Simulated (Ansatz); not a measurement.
# BLYP/6-31G(d) (spherical functions) run of BGeNH6 (SMILES B[NH][GeH3])

Aim: the vertical ionisation energy of BGeNH6 at BLYP/6-31G* (spherical functions), from 2 runs. 

The calculation is run with Ansatz 0.2.0.

69 further runs of the same task are left out: 69 set aside as unsound or not needed.

## 1. The system as given

The species is BGeNH6 (9 atoms), meant as a singlet with charge 0. SMILES: `B[NH][GeH3]`. The coordinates come from a PBE0-D4/def2-TZVP relaxation.

Bond lengths: B1–N2 1.392 Å, N2–Ge3 1.854 Å, B1–H4 1.199 Å, B1–H5 1.199 Å, N2–H6 1.010 Å, Ge3–H7 1.538 Å, Ge3–H8 1.530 Å, Ge3–H9 1.538 Å. Some angles: B1–N2–Ge3 126.2°, B1–N2–H6 117.9°, Ge3–N2–H6 115.9°, N2–B1–H4 119.2°, N2–B1–H5 119.6°, N2–Ge3–H7 109.1°, N2–Ge3–H8 106.5°, N2–Ge3–H9 109.1°, H4–B1–H5 121.2°, H7–Ge3–H8 111.5°.

## 2. A single-point energy at BLYP/6-31G(d) (spherical functions)

The input, in.yaml:

```yaml
crystal:
  periodic: [false, false, false]
  atoms:
    - {symbol: B, position_ang: [-0.874000, 0.629500, -1.162900]}
    - {symbol: "N", position_ang: [-0.023300, 0.687100, -0.062700]}
    - {symbol: Ge, position_ang: [0.665200, -0.761400, 0.866600]}
    - {symbol: H, position_ang: [-1.217900, -0.440700, -1.581000]}
    - {symbol: H, position_ang: [-1.249100, 1.647000, -1.674800]}
    - {symbol: H, position_ang: [0.253900, 1.598400, 0.272500]}
    - {symbol: H, position_ang: [2.201600, -0.714800, 0.804900]}
    - {symbol: H, position_ang: [0.114900, -2.015200, 0.184600]}
    - {symbol: H, position_ang: [0.217300, -0.676000, 2.335700]}
basis:
  gaussian:
    orbitals: 6-31G_st_-spherical.json
hamiltonian:
  xc: {name: BLYP}
accuracy: high
output: {orbitals: {seedname: orbitals}}
```

The basis set 6-31G* is read from a file made from the Basis Set Exchange's data (not shown).

Command:

```console
ansatz run in.yaml --threads 1 --pin off --max-ram 3480MiB --events-out events.jsonl --progress --plain --runs-dir runs
```

The program printed:

```text
Warning: RAYON_NUM_THREADS=1 ignored (pool sized by the plan → 1); use --threads N
Functional definition: BLYP
  name "BLYP"
  parameter beta = 0.0042
  parameter a = 0.04918
  parameter b = 0.132
  parameter c = 0.2533
  parameter d = 0.349
  exchange = b88_x(beta = beta)
  correlation = lyp_c(a = a, b = b, c = c, d = d)
1655 factors; integrals over basis functions are off by at most 4.5e-9 eV
mean field evaluation 1: about -58767.0744 eV, gradient 6.3e1 eV
mean field evaluation 2: about -58736.1420 eV, gradient 1.2e2 eV
mean field evaluation 4: about -58775.0480 eV, gradient 8.7e0 eV
mean field evaluation 8: about -58775.1853 eV, gradient 3.2e-1 eV
mean field evaluation 16: about -58775.1856 eV, gradient 2.2e-5 eV
mean field -58775.18555887 eV, -2159.9482300366 hartree, gradient 2.0e-8 eV, S^2 0.000000; 0 other end points of the search recorded, 0 dependent functions left out
reference -58775.18561635 eV, -2159.9482321492 hartree; 25, 25 occupied and 47, 47 virtual orbitals, 1655 factors
Total energy: -58775.18561635 eV, -2159.9482321492 hartree
```

Wall time 4.8 s (1 thread of Arm Neoverse V2, shared host); peak memory 0.19 GiB.

## 3. The doublet cation, same level

The input, run.yaml:

```yaml
crystal:
  periodic: [false, false, false]
  atoms:
    - {symbol: B, position_ang: [-0.874000, 0.629500, -1.162900]}
    - {symbol: "N", position_ang: [-0.023300, 0.687100, -0.062700]}
    - {symbol: Ge, position_ang: [0.665200, -0.761400, 0.866600]}
    - {symbol: H, position_ang: [-1.217900, -0.440700, -1.581000]}
    - {symbol: H, position_ang: [-1.249100, 1.647000, -1.674800]}
    - {symbol: H, position_ang: [0.253900, 1.598400, 0.272500]}
    - {symbol: H, position_ang: [2.201600, -0.714800, 0.804900]}
    - {symbol: H, position_ang: [0.114900, -2.015200, 0.184600]}
    - {symbol: H, position_ang: [0.217300, -0.676000, 2.335700]}
basis:
  gaussian: {orbitals: 6-31G_st_-spherical.json}
hamiltonian: {xc: {name: BLYP}}
total_charge: 1
output: {orbitals: {seedname: orbitals}}
accuracy: high
magnetization: {spin_polarized: true, initial_magnetization: 1}
```

The basis set 6-31G* is read from a file made from the Basis Set Exchange's data (not shown).

Command:

```console
ansatz run run.yaml --threads 1 --pin off --max-ram 3480MiB --events-out events.jsonl --progress --plain --runs-dir runs
```

The program printed (excerpt; [...] marks lines left out):

```text
Warning: RAYON_NUM_THREADS=1 ignored (pool sized by the plan → 1); use --threads N
[... 9 set-up lines as earlier in the session ...]
1655 factors; integrals over basis functions are off by at most 4.4e-9 eV
mean field evaluation 1: about -58744.6808 eV, gradient 6.6e1 eV
mean field evaluation 2: about -58587.0024 eV, gradient 1.4e2 eV
mean field evaluation 4: about -58759.4563 eV, gradient 2.5e1 eV
mean field evaluation 8: about -58763.3009 eV, gradient 1.3e1 eV
mean field evaluation 16: about -58765.2775 eV, gradient 5.3e-3 eV
mean field evaluation 32: about -58765.2762 eV, gradient 1.8e-1 eV
mean field -58765.27743297 eV, -2159.5841131261 hartree, gradient 1.8e-8 eV, S^2 0.755269; 4 other end points of the search recorded, 0 dependent functions left out
reference -58765.27748820 eV, -2159.5841151555 hartree; 25, 24 occupied and 47, 48 virtual orbitals, 1655 factors
Total energy: -58765.27748820 eV, -2159.5841151555 hartree
```

Run time: 14 s. Hardware: 1 thread of Arm Neoverse V2, shared host; peak memory 0.26 GiB.

## 4. What came out

At BLYP/6-31G* (spherical functions):

| quantity | value |
| --- | --- |
| singlet BGeNH6: total energy | -2159.94823 Eh |
| singlet BGeNH6: HOMO energy | -6.61 eV |
| singlet BGeNH6: LUMO energy | -0.17 eV |
| singlet BGeNH6: HOMO–LUMO gap | 6.44 eV |
| doublet cation: total energy | -2159.58412 Eh |
| doublet cation: HOMO energy (highest over α and β) | -13.15 eV |
| doublet cation: LUMO energy (lowest over α and β) | -13.08 eV |
| doublet cation: ⟨S²⟩ | 0.755 |
| vertical ionisation energy (to the doublet cation) | 9.908 eV |

In words: Removing an electron at fixed nuclei costs 9.91 eV (228 kcal/mol). The negative HOMO energy of the first species, 6.61 eV, lies 3.30 eV below that difference.
